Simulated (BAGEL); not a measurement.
# singlet C2HF2Ge+, step by step

Wanted: the energy (singlet C2HF2Ge+, HF/def2-SVP), then the energy (doublet C2HF2Ge, NEVPT2(3,3)/def2-SVP), then a single-point energy (doublet C2HF2Ge, CASPT2(3,3)/def2-SVP) of C2HF2Ge. 

The results are computed with BAGEL 1.2.2.

## (1) The system as given

C2HF2Ge+: 6 atoms, total charge +1, spin state singlet. SMILES of the parent species: `C#[C][Ge]([F])[F]`. The C1–H6 distance was set to 1.440 Å, away from the relaxed value. That shape belongs to the parent species and isn't relaxed for this state.

Bond lengths: C1–C2 1.206 Å, C2–Ge3 1.892 Å, Ge3–F4 1.728 Å, Ge3–F5 1.728 Å. Angles: C1–C2–Ge3 171.1°, C2–Ge3–F4 108.5°, C2–Ge3–F5 108.5°, F4–Ge3–F5 104.7°. A long bond or contact: C1–H6 1.440 Å.

## (2) A single-point energy at HF/def2-SVP (density fitting with svp-jkfit) (run 1)

job.json reads:

```json
{ "bagel" : [

{
  "title" : "molecule",
  "basis" : "svp",
  "df_basis" : "svp-jkfit",
  "angstrom" : "true",
  "geometry" : [
    { "atom" : "C", "xyz" : [   -0.182014,    0.426933,    1.330917 ] },
    { "atom" : "C", "xyz" : [   -0.123314,    0.112733,    0.168317 ] },
    { "atom" : "Ge", "xyz" : [   -0.281514,   -0.231167,   -1.685083 ] },
    { "atom" : "F", "xyz" : [   -0.268514,   -1.942067,   -1.927083 ] },
    { "atom" : "F", "xyz" : [    1.150986,    0.332633,   -2.470183 ] },
    { "atom" : "H", "xyz" : [   -0.213200,    0.779700,    2.727000 ] }
  ]
},
{ "title" : "hf", "charge" : 1 },
{ "title" : "print", "file" : "orbitals.molden", "orbitals" : "true" }

]}
```

Started as:

```
BAGEL_NUM_THREADS=1 BAGEL job.json > job.out
```

What it wrote:

```text
* using 1 threads per process

  ===============================================================
  ===============================================================

  *** Geometry ***

  { "atom" : "C", "xyz" : [     -0.343957,      0.806786,      2.515069 ] },
  { "atom" : "C", "xyz" : [     -0.233030,      0.213034,      0.318073 ] },
  { "atom" : "Ge", "xyz" : [     -0.531984,     -0.436842,     -3.184345 ] },
  { "atom" : "F", "xyz" : [     -0.507418,     -3.669975,     -3.641659 ] },
  { "atom" : "F", "xyz" : [      2.175048,      0.628585,     -4.667969 ] },
  { "atom" : "H", "xyz" : [     -0.402890,      1.473419,      5.153283 ] },

  Number of auxiliary basis functions:      588

  Since a DF basis is specified, we compute 2- and 3-index integrals:
    o Being stored without compression. Storage requirement is 0.041 GB

  Number of basis functions:       93
  Number of electrons      :       63

    * METHOD: MOLECULE                             0.50

  *** RHF ***

  === Nuclear Repulsion ===
   337.0092311001

      * DIIS with orbital gradients will be used.

  === RHF iteration (svp) ===
      0      -2349.32682742          0.02092804           0.15
      1      -2349.48064103          0.01604237           0.15
      2      -2349.62731900          0.00172042           0.14
      3      -2349.62991667          0.00079259           0.14
      4      -2349.63043541          0.00024488           0.14
      5      -2349.63051905          0.00013416           0.14
      6      -2349.63055034          0.00007660           0.14
      7      -2349.63057368          0.00003551           0.15
      8      -2349.63057763          0.00001928           0.14
      9      -2349.63057819          0.00001079           0.16
     10      -2349.63057850          0.00000499           0.15
     11      -2349.63057854          0.00000243           0.14
     12      -2349.63057855          0.00000103           0.14
     13      -2349.63057855          0.00000046           0.14
     14      -2349.63057855          0.00000026           0.14
     15      -2349.63057855          0.00000016           0.14
     16      -2349.63057855          0.00000010           0.14
     17      -2349.63057855          0.00000007           0.14
     18      -2349.63057855          0.00000003           0.14
     19      -2349.63057855          0.00000002           0.16
     20      -2349.63057855          0.00000001           0.14
    * SCF iteration converged.

    * Permanent dipole moment:
           (    1.651951,    -1.387334,    -1.494317) a.u.

    * METHOD: HF                                   3.41

    * METHOD: PRINT                                0.02

  ===============================================================
```

It took 4.2 s on 1 thread of Intel Xeon Platinum 8259CL at 2.50GHz (Skylake/Cascade Lake), shared host; peak memory 0.17 GiB.

## (3) Doublet neutral C2HF2Ge: a single-point energy at NEVPT2(3,3)/def2-SVP (density fitting with svp-jkfit) (run 2)

input.json reads:

```json
{ "bagel" : [

{
  "title" : "molecule",
  "basis" : "svp",
  "df_basis" : "svp-jkfit",
  "angstrom" : true,
  "geometry" : [
    { "atom" : "C", "xyz" : [   -0.182014,    0.426933,    1.330917 ] },
    { "atom" : "C", "xyz" : [   -0.123314,    0.112733,    0.168317 ] },
    { "atom" : "Ge", "xyz" : [   -0.281514,   -0.231167,   -1.685083 ] },
    { "atom" : "F", "xyz" : [   -0.268514,   -1.942067,   -1.927083 ] },
    { "atom" : "F", "xyz" : [    1.150986,    0.332633,   -2.470183 ] },
    { "atom" : "H", "xyz" : [   -0.213200,    0.779700,    2.727000 ] }
  ]
},
{
  "title" : "hf",
  "charge" : 1
},
{
  "title" : "casscf",
  "nstate" : 1,
  "nact" : 3,
  "nclosed" : 30,
  "charge" : 0,
  "nspin" : 1,
  "active" : [29, 32, 35],
  "maxiter" : 200,
  "natocc" : true
},
{
  "title" : "nevpt2",
  "nstate" : 1,
  "nact" : 3,
  "nclosed" : 30,
  "charge" : 0,
  "nspin" : 1,
  "active" : [29, 32, 35],
  "maxiter" : 200,
  "natocc" : true,
  "ncore" : 13
},
{
  "title" : "print",
  "file" : "orbitals.molden",
  "orbitals" : true
}

]}
```

Started as:

```
BAGEL_NUM_THREADS=1 BAGEL input.json > input.out
```

What it wrote:

```text
* using 1 threads per process

  ===============================================================
  ===============================================================

  *** Geometry ***

  { "atom" : "C", "xyz" : [     -0.343957,      0.806786,      2.515069 ] },
  { "atom" : "C", "xyz" : [     -0.233030,      0.213034,      0.318073 ] },
  { "atom" : "Ge", "xyz" : [     -0.531984,     -0.436842,     -3.184345 ] },
  { "atom" : "F", "xyz" : [     -0.507418,     -3.669975,     -3.641659 ] },
  { "atom" : "F", "xyz" : [      2.175048,      0.628585,     -4.667969 ] },
  { "atom" : "H", "xyz" : [     -0.402890,      1.473419,      5.153283 ] },

  Number of auxiliary basis functions:      588

  Since a DF basis is specified, we compute 2- and 3-index integrals:
    o Being stored without compression. Storage requirement is 0.041 GB

  Number of basis functions:       93
  Number of electrons      :       63

    * METHOD: MOLECULE                             0.50

  *** RHF ***

  === Nuclear Repulsion ===
   337.0092311001

      * DIIS with orbital gradients will be used.

  === RHF iteration (svp) ===
      0      -2349.32682742          0.02092804           0.15
      1      -2349.48064103          0.01604237           0.15
      2      -2349.62731900          0.00172042           0.14
[... 17 lines of this table left out ...]
     20      -2349.63057855          0.00000001           0.14
    * SCF iteration converged.

    * Permanent dipole moment:
           (    1.651951,    -1.387334,    -1.494317) a.u.

    * METHOD: HF                                   3.40

  ---------------------------
      CASSCF calculation
  ---------------------------

    ==== Active orbitals : =====
         Orbital 29
         Orbital 32
         Orbital 35
    ============================

    * nstate   :      1
    * nclosed  :     30
    * nact     :      3
    * nvirt    :     60
  === CASSCF iteration (svp) ===

    * Using the second-order algorithm

      0  0     -2349.96269938     1.13e-02      0.04

      1  0     -2350.00682474     1.28e-03      0.94
[... 17 lines of this table left out ...]
     10  0     -2350.02019612     2.71e-09      0.68

    * Second-order optimization converged. *

     guess   0:   closed 1..                  open .1.

  === FCI iteration ===

      0  0     -2349.99307720     5.75e-02      0.00
      1  0     -2350.01997471     4.18e-03      0.00
      2  0     -2350.02019547     2.58e-04      0.00
[... 4 lines of this table left out ...]
      7  0 *   -2350.02019612     3.41e-16      0.00

     * ci vector, state   0, <S^2> = 0.7500
       2a.    -0.9878171088
       .a2    -0.1554929067

    * METHOD: CASSCF                               8.91

    * freezing 13 orbitals

  === DF-NEVPT2 calculation ===

    * 3-index integral transformation done
    * assembly done

      NEVPT2 correlation energy:   -0.8029839034      0.41

          (+0)     -0.7124142685
          (+0)'    -0.0176294142
          (+1)     -0.0229200022
          (+1)'    -0.0002054029
          (+2)     -0.0001556399
          (-1)     -0.0420835960
          (-1)'    -0.0002741406
          (-2)     -0.0073014391

      NEVPT2 total energy:       -2350.8231800258

    * METHOD: NEVPT2                               0.69

    * METHOD: PRINT                                0.02

  ===============================================================
```

Run time: 14 s. Hardware: 1 thread of Intel Xeon Platinum 8259CL at 2.50GHz (Skylake/Cascade Lake), shared host; peak memory 0.18 GiB.

## (4) Doublet neutral C2HF2Ge: the energy at CASPT2(3,3)/def2-SVP (density fitting with svp-jkfit) (run 3)

calc.json reads:

```json
{ "bagel": [

{
  "title": "molecule",
  "basis": "svp",
  "df_basis": "svp-jkfit",
  "angstrom": true,
  "geometry": [
    { "atom": "C", "xyz": [      -0.182014,       0.426933,       1.330917 ] },
    { "atom": "C", "xyz": [      -0.123314,       0.112733,       0.168317 ] },
    { "atom": "Ge", "xyz": [      -0.281514,      -0.231167,      -1.685083 ] },
    { "atom": "F", "xyz": [      -0.268514,      -1.942067,      -1.927083 ] },
    { "atom": "F", "xyz": [       1.150986,       0.332633,      -2.470183 ] },
    { "atom": "H", "xyz": [      -0.213200,       0.779700,       2.727000 ] }
  ]
},

{
  "title": "hf",
  "charge": 1
},

{
  "title": "casscf",
  "nstate": 1,
  "nact": 3,
  "nclosed": 30,
  "nspin": 1,
  "active": [29, 32, 35],
  "maxiter": 200,
  "natocc": true
},

{
  "title": "print",
  "file": "orbitals.molden",
  "orbitals": true
},

{
  "title": "smith",
  "method": "caspt2",
  "ms": true,
  "xms": true,
  "sssr": true,
  "shift": 0.2,
  "shift_imag": true,
  "ncore": 13
}

]}
```

Started as:

```
BAGEL_NUM_THREADS=1 BAGEL calc.json > calc.out
```

What it wrote:

```text
* using 1 threads per process

  ===============================================================
  ===============================================================

  *** Geometry ***

  { "atom" : "C", "xyz" : [     -0.343957,      0.806786,      2.515069 ] },
  { "atom" : "C", "xyz" : [     -0.233030,      0.213034,      0.318073 ] },
  { "atom" : "Ge", "xyz" : [     -0.531984,     -0.436842,     -3.184345 ] },
  { "atom" : "F", "xyz" : [     -0.507418,     -3.669975,     -3.641659 ] },
  { "atom" : "F", "xyz" : [      2.175048,      0.628585,     -4.667969 ] },
  { "atom" : "H", "xyz" : [     -0.402890,      1.473419,      5.153283 ] },

  Number of auxiliary basis functions:      588

  Since a DF basis is specified, we compute 2- and 3-index integrals:
    o Being stored without compression. Storage requirement is 0.041 GB

  Number of basis functions:       93
  Number of electrons      :       63

    * METHOD: MOLECULE                             0.60

  *** RHF ***

  === Nuclear Repulsion ===
   337.0092311001

[... 8 lines left out ...]
    * SCF iteration converged.
[... 1 line left out ...]
    * Permanent dipole moment:
[... 28 lines left out ...]
    * Second-order optimization converged. *
[... 11 lines left out ...]
     * ci vector, state   0, <S^2> = 0.7500
[... 16 lines left out ...]
    * Zeroth order energy : state  0       -1.3975058069
[... 3 lines left out ...]
      -------------------------------------------  CASPT2 iteration  ---------------------------------------------------
       #      aibj      arbs      arbi      airj      risj      airs      arst      rist         Etot      error   time
      ------------------------------------------------------------------------------------------------------------------

       0  -0.71085  -0.00885  -0.04453  -0.02560  -0.00026  -0.01564  -0.00029  -0.00022   -0.8062235  0.0010044   0.26
       1  -0.71098  -0.00887  -0.04459  -0.02573  -0.00028  -0.01595  -0.00030  -0.00023   -0.8069306  0.0001612   0.22
       2  -0.71099  -0.00887  -0.04460  -0.02573  -0.00028  -0.01595  -0.00030  -0.00023   -0.8069522  0.0000263   0.23
       3  -0.71099  -0.00887  -0.04460  -0.02573  -0.00028  -0.01595  -0.00030  -0.00023   -0.8069527  0.0000054   0.24
       4  -0.71099  -0.00887  -0.04460  -0.02573  -0.00028  -0.01595  -0.00030  -0.00023   -0.8069527  0.0000012   0.25
       5  -0.71099  -0.00887  -0.04460  -0.02573  -0.00028  -0.01595  -0.00030  -0.00023   -0.8069527  0.0000002   0.25

      ------------------------------------------------------------------------------------------------------------------

    * CASPT2 energy : state  0    -2350.8308132963
        w/o shift correction      -2350.8271488488
        reference weight              0.8146729343

    * METHOD: SMITH                                2.02

  ===============================================================
```

Run time: 15 s. Hardware: 1 thread of Intel Xeon Platinum 8259CL at 2.50GHz (Skylake/Cascade Lake), shared host; peak memory 0.34 GiB.

## (5) What came out

| quantity | value |
| --- | --- |
| run 1, HF/def2-SVP: total energy | -2349.63058 Eh |
| run 1, HF/def2-SVP: HOMO energy | -17.59 eV |
| run 1, HF/def2-SVP: LUMO energy | -8.85 eV |
| run 1, HF/def2-SVP: HOMO–LUMO gap | 8.74 eV |
| doublet neutral C2HF2Ge, run 2: total energy | -2350.82318 Eh |
| doublet neutral C2HF2Ge, run 3: total energy | -2350.83081 Eh |
